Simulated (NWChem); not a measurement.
**CH5BClN (SMILES CNBCl): levels of theory compared**

Aim: a comparison of 3 runs (HF/def2-SVP, PBE0/def2-SVP, PBE/def2-SVP) of CH5BClN. 

The calculation is run with NWChem 7.3.0.

### 1 Starting point

CH5BClN: 9 atoms, total charge 0, spin state singlet. As SMILES, `CNBCl`. The coordinates come from a PBE0-D4/def2-TZVP relaxation. This is one conformer, not always the lowest.

Bond lengths: C1–N2 1.445 Å, N2–B3 1.381 Å, B3–Cl4 1.771 Å, C1–H5 1.094 Å, C1–H6 1.094 Å, C1–H7 1.090 Å, N2–H8 1.009 Å, B3–H9 1.192 Å. Some angles: C1–N2–B3 126.0°, N2–B3–Cl4 119.6°, C1–N2–H8 115.0°, B3–N2–H8 119.0°, N2–C1–H5 111.4°, N2–C1–H6 111.4°, N2–C1–H7 109.2°, N2–B3–H9 121.5°, Cl4–B3–H9 118.9°, H5–C1–H6 108.3°.

### 2 Energy and gradient at HF/def2-SVP (run 1)

nw.nw reads:

```
start nw
memory 2200 mb
geometry units angstroms noautosym nocenter noautoz
C     0.510100    0.482100   -0.973400
N    -0.407900   -0.226000   -0.111700
B    -0.261100   -0.415200    1.248200
Cl   -1.495300   -1.314500    2.144800
H     0.907000   -0.170400   -1.756500
H     0.027900    1.338900   -1.452800
H     1.346700    0.849900   -0.380000
H    -1.220500   -0.605500   -0.573900
H     0.681600    0.014200    1.838200
end
basis spherical bse
* library def2-SVP
end
scf
thresh 1e-08
maxiter 80
print low
end
task scf gradient
```

On the command line:

```console
nwchem nw.nw > nw.out
```

The log of the run:

```text
[...]
  functions       =    85
[...]
  wavefunction    = RHF
[...]
         Total SCF energy =   -579.265196215933
      One-electron energy =  -1073.712792403802
      Two-electron energy =    354.920853533924
 Nuclear repulsion energy =    139.526742653945
        Time for solution =      8.3s
[...]
                         RHF ENERGY GRADIENTS
    atom               coordinates                        gradient
                 x          y          z           x          y          z
   1 C       0.963949   0.911037  -1.839459   -0.000410  -0.000240   0.000205
   2 N      -0.770819  -0.427078  -0.211082    0.005551   0.002127   0.005408
   3 B      -0.493407  -0.784614   2.358756   -0.003766  -0.002846   0.003259
   4 Cl     -2.825707  -2.484045   4.053084    0.005497   0.004168  -0.004807
   5 H       1.713981  -0.322009  -3.319304    0.000299  -0.001120  -0.000734
   6 H       0.052723   2.530154  -2.745394   -0.000909   0.000949  -0.000315
   7 H       2.544894   1.606078  -0.718096    0.000622   0.000017   0.001678
   8 H      -2.306411  -1.144229  -1.084514   -0.006149  -0.002832  -0.003671
   9 H       1.288037   0.026834   3.473694   -0.000735  -0.000224  -0.001021
 Task  times  cpu:       12.0s     wall:       12.0s
[...]
```

Run time: 13 s. Hardware: 1 thread of Intel Xeon Platinum 8488C (Sapphire Rapids), shared host; peak memory 0.1 GiB.

### 3 Energy and forces at PBE0/def2-SVP (run 2)

job.nw reads:

```
start job
title "CH5BClN"
memory 2200 mb

geometry noautosym nocenter noautoz
   C     0.510100    0.482100   -0.973400
   N    -0.407900   -0.226000   -0.111700
   B    -0.261100   -0.415200    1.248200
   Cl   -1.495300   -1.314500    2.144800
   H     0.907000   -0.170400   -1.756500
   H     0.027900    1.338900   -1.452800
   H     1.346700    0.849900   -0.380000
   H    -1.220500   -0.605500   -0.573900
   H     0.681600    0.014200    1.838200
end

basis spherical bse
   * library def2-SVP
end

dft
   xc pbe0
   grid xfine
   convergence energy 1e-08
   maxiter 100
   mulliken
   print low
end

task dft gradient
```

On the command line:

```console
nwchem job.nw > job.out
```

The log of the run:

```text
[...]
 d= 0,ls=0.0,diis     1   -580.4222393234 -7.20D+02  8.10D-03  3.44D-01     3.4
[...]
 d= 0,ls=0.0,diis     8   -580.4655730110  9.27D-09  4.47D-06  3.36D-07    24.4
         Total DFT energy =     -580.465573010991
      One electron energy =    -1074.097915505937
           Coulomb energy =      400.359540017522
    Exchange-Corr. energy =      -46.253940176522
 Nuclear repulsion energy =      139.526742653945
[...]
      Total Density - Mulliken Population Analysis
     ---------------------------------------------
    Atom       Charge   Shell Charges
 -----------   ------   -------------------------------------------------------
    1 C    6     5.95   1.99  0.89  0.13  2.10  0.80  0.04
    2 N    7     7.16   1.99  0.98  0.38  2.48  1.31  0.02
    3 B    5     5.00   1.99  0.80  0.10  1.59  0.41  0.11
    4 Cl  17    17.15   2.00  1.98  1.25  0.69  5.93  2.16  3.12  0.02
    5 H    1     0.95   0.75  0.18  0.02
    6 H    1     0.95   0.75  0.18  0.02
    7 H    1     0.95   0.74  0.18  0.02
    8 H    1     0.86   0.72  0.09  0.05
    9 H    1     1.03   0.74  0.27  0.01
[...]
                         DFT ENERGY GRADIENTS
    atom               coordinates                        gradient
                 x          y          z           x          y          z
   1 C       0.963949   0.911037  -1.839459    0.005457   0.004136  -0.004591
   2 N      -0.770819  -0.427078  -0.211082   -0.004975  -0.003404   0.002477
   3 B      -0.493407  -0.784614   2.358756    0.003713   0.002370  -0.001028
   4 Cl     -2.825707  -2.484045   4.053084    0.001514   0.001102  -0.001099
   5 H       1.713981  -0.322009  -3.319304   -0.002483   0.002884   0.004551
   6 H       0.052723   2.530154  -2.745394    0.001955  -0.004740   0.003021
   7 H       2.544894   1.606078  -0.718096   -0.004623  -0.002175  -0.002595
   8 H      -2.306411  -1.144229  -1.084514    0.004459   0.002158   0.002182
   9 H       1.288037   0.026834   3.473694   -0.005016  -0.002331  -0.002918
 Task  times  cpu:       31.6s     wall:       31.6s
[...]
```

It took 32 s on 1 thread of Intel Xeon Platinum 8488C (Sapphire Rapids), shared host; peak memory 0.14 GiB.

### 4 Energy and gradient at PBE/def2-SVP (run 3)

test.nw reads:

```
start test
memory total 2200 mb
geometry units angstroms noautosym nocenter noautoz
  C      0.510100     0.482100    -0.973400
  N     -0.407900    -0.226000    -0.111700
  B     -0.261100    -0.415200     1.248200
  Cl    -1.495300    -1.314500     2.144800
  H      0.907000    -0.170400    -1.756500
  H      0.027900     1.338900    -1.452800
  H      1.346700     0.849900    -0.380000
  H     -1.220500    -0.605500    -0.573900
  H      0.681600     0.014200     1.838200
end
basis spherical bse
  * library def2-SVP
end
dft
  xc xpbe96 cpbe96
  grid xfine
  convergence energy 1e-08
  iterations 100
  mulliken
end
task dft gradient
```

On the command line:

```console
nwchem test.nw > test.out
```

The log of the run:

```text
[...]
          Wavefunction type:  closed shell.
          No. of atoms     :     9
          No. of electrons :    40
[...]
          Charge           :     0
          Spin multiplicity:     1
[...]
          AO basis - number of functions:    85
[...]
              XC Information
              --------------
          PerdewBurkeErnzerhof Exchange Functional  1.000
            Perdew 1991 LDA Correlation Functional  1.000 local
           PerdewBurkeErnz. Correlation Functional  1.000 non-local
[...]
 d= 0,ls=0.0,diis     1   -580.3538561237 -7.20D+02  1.11D-02  4.55D-01     3.4
[...]
 d= 0,ls=0.0,diis    10   -580.4044732476 -2.78D-09  6.42D-07  8.56D-09    32.1
         Total DFT energy =     -580.404473247629
      One electron energy =    -1074.086905349514
           Coulomb energy =      400.333449317145
    Exchange-Corr. energy =      -46.177759869205
 Nuclear repulsion energy =      139.526742653945
[...]
      Total Density - Mulliken Population Analysis
     ---------------------------------------------
    Atom       Charge   Shell Charges
 -----------   ------   -------------------------------------------------------
    1 C    6     5.94   1.98  0.91  0.09  2.13  0.79  0.04
    2 N    7     7.07   1.99  0.99  0.35  2.49  1.23  0.02
    3 B    5     5.10   1.98  0.81  0.12  1.63  0.46  0.10
    4 Cl  17    17.11   2.00  1.98  1.27  0.66  5.93  2.17  3.08  0.02
    5 H    1     0.97   0.74  0.20  0.02
    6 H    1     0.97   0.74  0.20  0.02
    7 H    1     0.96   0.74  0.20  0.02
    8 H    1     0.88   0.73  0.10  0.05
    9 H    1     1.02   0.74  0.26  0.01
[...]
  wavefunction    = closed shell
                         DFT ENERGY GRADIENTS
    atom               coordinates                        gradient
                 x          y          z           x          y          z
   1 C       0.963949   0.911037  -1.839459    0.005243   0.003887  -0.003988
   2 N      -0.770819  -0.427078  -0.211082   -0.006769  -0.004490   0.002689
   3 B      -0.493407  -0.784614   2.358756    0.003789   0.003401  -0.005914
   4 Cl     -2.825707  -2.484045   4.053084    0.004254   0.003160  -0.003396
   5 H       1.713981  -0.322009  -3.319304   -0.004627   0.005877   0.008798
   6 H       0.052723   2.530154  -2.745394    0.004113  -0.009134   0.005782
   7 H       2.544894   1.606078  -0.718096   -0.008753  -0.004023  -0.005361
   8 H      -2.306411  -1.144229  -1.084514    0.010783   0.005075   0.005956
   9 H       1.288037   0.026834   3.473694   -0.008032  -0.003754  -0.004566
[...]
```

It took 40 s on 1 thread of Intel Xeon Platinum 8488C (Sapphire Rapids), shared host; peak memory 0.14 GiB.

### 5 The series

```csv
run,level,iteration cap,module,energy (Eh),largest force (eV/Å),wall time
1,HF/def2-SVP,80,scf,-579.265196,0.432,13 s
2,PBE0/def2-SVP,100,dft,-580.465573,0.424,32 s
3,PBE/def2-SVP,100,dft,-580.404473,0.685,40 s
```

### 6 Outcome

```
                       quantity          value
            run 3: total energy  -580.40447 Eh
           run 3: dipole moment         2.86 D
             run 3: HOMO energy       -6.30 eV
             run 3: LUMO energy       -0.35 eV
           run 3: HOMO–LUMO gap        5.95 eV
run 3: largest force on an atom     0.685 eV/Å
```

**Reading.** Totals of different functionals can't be ranked against each other. All runs together took 85 s, the longest 40 s.
